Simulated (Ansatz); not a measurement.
# GeN2H4F2 (SMILES [NH2][Ge]([NH2])([F])[F]) at MP2/6-31G(d) (spherical functions)

What is the electronic atomisation energy of GeN2H4F2 at MP2/6-31G* (spherical functions)? 

Program for the calculation: Ansatz 0.2.0.

47 further runs of the same task are left out: 47 set aside as unsound or not needed. Runs told in other sessions of the task aren't counted.

**1. The system as given**

GeN2H4F2: 9 atoms, total charge 0, spin state singlet. SMILES: `[NH2][Ge]([NH2])([F])[F]`. The shape is that of a PBE0-D4/def2-TZVP optimisation. This is one conformer, not always the lowest.

Bond lengths: N1–Ge2 1.794 Å, Ge2–N3 1.794 Å, Ge2–F4 1.728 Å, Ge2–F5 1.728 Å, N1–H6 1.009 Å, N1–H7 1.009 Å, N3–H8 1.009 Å, N3–H9 1.009 Å. Some angles: N1–Ge2–N3 111.5°, N1–Ge2–F4 116.3°, N1–Ge2–F5 105.0°, N3–Ge2–F4 105.0°, N3–Ge2–F5 116.3°, F4–Ge2–F5 102.8°, Ge2–N1–H6 115.9°, Ge2–N1–H7 115.5°, Ge2–N3–H8 115.5°, Ge2–N3–H9 115.8°.

**2. The energy at MP2/6-31G(d) (spherical functions)**

run.yaml

```yaml
basis:
  gaussian:
    orbitals: 6-31G_st_-spherical.json
crystal:
  periodic: [false, false, false]
  atoms:
    - symbol: N
      position_ang: [-0.357200, 1.470600, -0.432900]
    - symbol: Ge
      position_ang: [0.131100, -0.254300, -0.371100]
    - symbol: "N"
      position_ang: [0.088800, -0.889600, 1.305800]
    - symbol: F
      position_ang: [-0.830100, -1.356500, -1.291000]
    - symbol: F
      position_ang: [1.658800, -0.315400, -1.175700]
    - symbol: H
      position_ang: [-1.289100, 1.676100, -0.105200]
    - symbol: H
      position_ang: [-0.173100, 1.942600, -1.305600]
    - symbol: H
      position_ang: [0.163500, -1.892200, 1.392000]
    - symbol: H
      position_ang: [0.695700, -0.427900, 1.966600]
correlation:
  method: mp2
  frozen_orbitals: {F: 1, Ge: 9, H: 0, "N": 1}
accuracy: high
```

The basis set 6-31G* is read from a file made from the Basis Set Exchange's data (not shown).

Run with:

```
$ ansatz run run.yaml --threads 1 --pin off --max-ram 2610MiB --events-out events.jsonl --progress --plain --runs-dir runs
```

The program printed:

```text
Warning: RAYON_NUM_THREADS=1 ignored (pool sized by the plan → 1); use --threads N
Functional definition: HF
  name "HF"
  exchange = exact_x
  correlation = 0
2159 factors; integrals over basis functions are off by at most 4.3e-9 eV
mean field evaluation 1: about -64902.7771 eV, gradient 4.7e1 eV
mean field evaluation 2: about -64902.8428 eV, gradient 4.7e1 eV
mean field evaluation 4: about -64906.9103 eV, gradient 3.1e0 eV
mean field evaluation 8: about -64906.9378 eV, gradient 2.1e-4 eV
mean field -64906.93778041 eV, -2385.2859679276 hartree, gradient 2.5e-8 eV, S^2 0.000000; 0 other end points of the search recorded, 0 dependent functions left out
13 core orbitals not correlated: weight in the atoms' cores, before any rotation towards them, 1.000 or more for the frozen orbitals, at most 0.000 for the correlated occupied ones
reference -64906.93778041 eV, -2385.2859679276 hartree; 21, 21 occupied and 62, 62 virtual orbitals, 2159 factors
second order -25.09447860 eV of doubles, -0.00000000 eV of singles
Total energy: -64932.03225902 eV, -2386.2081730066 hartree
```

Run time: 6.6 s. Hardware: 1 thread of Arm Neoverse V1, shared host; peak memory 0.32 GiB.

**3. The F atom at the same level**

input.yaml

```yaml
basis:
  gaussian:
    orbitals: 6-31G_st_-spherical.json
crystal:
  periodic: [false, false, false]
  atoms:
    - symbol: F
      position_ang: [0.000000, 0.000000, 0.000000]
magnetization:
  spin_polarized: true
  initial_magnetization: 1
correlation:
  method: mp2
  frozen_orbitals: {F: 1}
accuracy: high
```

The basis set 6-31G* is read from a file made from the Basis Set Exchange's data (not shown).

Run the same way, it converges to -99.48533 Eh (log not shown).

**4. The Ge atom**

job.yaml

```yaml
basis:
  gaussian: {orbitals: 6-31G_st_-spherical.json}
crystal:
  periodic: [false, false, false]
  atoms:
    - symbol: Ge
      position_ang: [0.000000, 0.000000, 0.000000]
magnetization: {spin_polarized: true, initial_magnetization: 2}
correlation: {method: mp2, frozen_orbitals: {Ge: 9}}
accuracy: high
```

The basis set 6-31G* is read from a file made from the Basis Set Exchange's data (not shown).

Run the same way, it converges to -2075.23949 Eh (log not shown).

**5. The H atom: a single-point energy at UHF/6-31G(d) (spherical functions)**

molecule.yaml

```yaml
crystal:
  periodic: [false, false, false]
  atoms:
    - {symbol: H, position_ang: [0.000000, 0.000000, 0.000000]}
basis:
  gaussian:
    orbitals: "6-31G*"
magnetization:
  spin_polarized: true
  initial_magnetization: 1
hamiltonian:
  xc: hf
accuracy: high
```

Run the same way, it converges to -0.49823 Eh (log not shown).

**6. The N atom at the same level**

job.yaml

```yaml
crystal:
  periodic: [false, false, false]
  atoms:
    - {symbol: "N", position_ang: [0.000000, 0.000000, 0.000000]}
basis:
  gaussian: {orbitals: 6-31G_st_-spherical.json}
magnetization: {spin_polarized: true, initial_magnetization: 3}
correlation: {method: mp2, frozen_orbitals: {"N": 1}}
accuracy: high
```

The basis set 6-31G* is read from a file made from the Basis Set Exchange's data (not shown).

Run the same way, it converges to -54.45534 Eh (log not shown).

**7. What came out**

Level: MP2/6-31G* (spherical functions), 13 core orbitals frozen.

```
                                              quantity           value
                                molecule: total energy  -2386.20817 Eh
molecule: correlation energy (13 core orbitals frozen)      -922.2 mEh
                                  F atom: total energy    -99.48533 Eh
    F atom: correlation energy (1 core orbital frozen)      -121.9 mEh
             F atom: ⟨S²⟩ of the reference determinant           0.753
                                 Ge atom: total energy  -2075.23949 Eh
  Ge atom: correlation energy (9 core orbitals frozen)      -203.8 mEh
            Ge atom: ⟨S²⟩ of the reference determinant           2.008
                                  H atom: total energy     -0.49823 Eh
                                          H atom: ⟨S²⟩           0.750
                                  N atom: total energy    -54.45534 Eh
    N atom: correlation energy (1 core orbital frozen)       -70.3 mEh
             N atom: ⟨S²⟩ of the reference determinant           3.755
                         electronic atomisation energy       29.780 eV
```

**Reading.** Taking the molecule apart into free atoms costs 29.78 eV (687 kcal/mol), before zero-point energy and without spin-orbit coupling.
